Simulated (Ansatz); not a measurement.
# CH₄FOSTa: one species, many methods

An exercise on one series of results from a longer session: the logs are not shown, and one member is left open.

Computed with Ansatz 0.2.0, Gaussian basis. Level: functionals in def2-TZVPP, the program's frozen cores in correlated methods.

Levels to be run: LDA (SPW92), PBE-D4, revPBE-D4, BLYP-D4, r2SCAN-D4, B97M-V, PBE0-D4, B3LYP-D4, r2SCANh-D4, r2SCAN0-D4, HSE06-D4, BHLYP-D4, CAM-B3LYP-D4, LC-ωPBE, ωB97X-V, ωB97M-V, B2PLYP, PBE-QIDH; CCSD(T)/def2-SVP; CCSD(T)/def2-TZVPP; MP2/def2-QZVPP; extrapolation to the limit; RPA on PBE.

### The relaxed structure

All runs share one geometry, relaxed beforehand with PBE0-D4 in a triple-zeta def2 set. Ta takes the def2 core potential; no spin-orbit term is included.

SMILES `[CH3][Ta]([OH])([F])=[S]`, 9 atoms, charge 0, spin multiplicity 1.

Atoms are counted from 1 here; the program's logs count them from 0.

Bond lengths: C1–Ta2 2.138 Å, C1–H6 1.094 Å, C1–H7 1.093 Å, C1–H8 1.097 Å, Ta2–O3 1.879 Å, Ta2–F4 1.872 Å, Ta2–S5 2.159 Å, O3–H9 0.958 Å. Angles: Ta2–C1–H6 110.4°, Ta2–C1–H7 111.4°, Ta2–C1–H8 109.6°, H6–C1–H7 107.8°, H6–C1–H8 108.8°, H7–C1–H8 108.7°, C1–Ta2–O3 105.9°, C1–Ta2–F4 107.5°, C1–Ta2–S5 104.9°, O3–Ta2–F4 114.0°, O3–Ta2–S5 111.3°, F4–Ta2–S5 112.4°, Ta2–O3–H9 133.1°.

The first run:

The input, in.yaml:

```yaml
crystal:
  periodic: [false, false, false]
  atoms:
    - {symbol: C, position_ang: [-0.805156, -0.184325, 1.092753]}
    - {symbol: Ta, position_ang: [0.105017, 0.209813, -0.801453]}
    - {symbol: O, position_ang: [1.916421, 0.554637, -0.440018]}
    - {symbol: F, position_ang: [-0.805829, 1.650154, -1.576249]}
    - {symbol: S, position_ang: [-0.138054, -1.618545, -1.923331]}
    - {symbol: H, position_ang: [-1.868958, -0.407729, 0.966381]}
    - {symbol: H, position_ang: [-0.340218, -1.040905, 1.588224]}
    - {symbol: H, position_ang: [-0.702253, 0.694649, 1.740521]}
    - {symbol: H, position_ang: [2.727629, 0.095850, -0.663927]}
basis:
  gaussian: {orbitals: def2-TZVPP}
hamiltonian: {xc: lda}
output: {orbitals: {seedname: orbitals}}
```

The run is started by

```sh
ansatz run in.yaml --threads 2 --pin off --events-out ev --progress --plain --max-ram 32768MiB --backend cpu
```

Steps of the session up to this table: LDA; PBE-D4 (GGA); revPBE-D4 (GGA); BLYP-D4 (GGA); r2SCAN-D4 (meta-GGA); B97M-V (meta-GGA); B3LYP-D4 (hybrid); r2SCANh-D4 (hybrid); r2SCAN0-D4 (hybrid); HSE06-D4 (hybrid); BHLYP-D4 (hybrid); CAM-B3LYP-D4 (range-separated); LC-ωPBE (range-separated); ωB97X-V (range-separated); ωB97M-V (range-separated); B2PLYP (double hybrid); PBE-QIDH (double hybrid).

One table of the session follows, with a row left open; its other results are not shown here.

It belongs to the step «Frontier levels by functional». 

| functional | HOMO (eV) | LUMO (eV) | gap (eV) |
| --- | --- | --- | --- |
| LDA (SPW92) | -6.64 | -2.69 | 3.95 |
| PBE-D4 | -6.47 | -2.46 | 4.01 |
| revPBE-D4 | -6.40 | -2.37 | 4.03 |
| BLYP-D4 | -6.29 | -2.34 | 3.95 |
| r2SCAN-D4 | -6.74 | -2.31 | 4.43 |
| B97M-V | -6.75 | -2.25 | 4.50 |
| PBE0-D4 | -7.64 | -1.62 | 6.02 |
| B3LYP-D4 | -7.39 | -1.84 | 5.56 |
| r2SCANh-D4 | -7.17 | -2.00 | 5.17 |
| r2SCAN0-D4 | -7.82 | -1.53 | 6.30 |
| HSE06-D4 | -7.24 | -2.00 | 5.24 |
| BHLYP-D4 | -8.63 | -0.63 | 8.00 |
| CAM-B3LYP-D4 | -8.89 | -0.50 | 8.39 |
| LC-ωPBE | ? | ? | ? |
| ωB97X-V | -9.89 | 0.57 | 10.46 |
| ωB97M-V | -9.75 | 0.50 | 10.25 |

Estimate the missing values for LC-ωPBE.

**Answer.** HOMO (eV): -10.23; LUMO (eV): 0.65; gap (eV): 10.87. In the column «HOMO (eV)» it is the lowest.
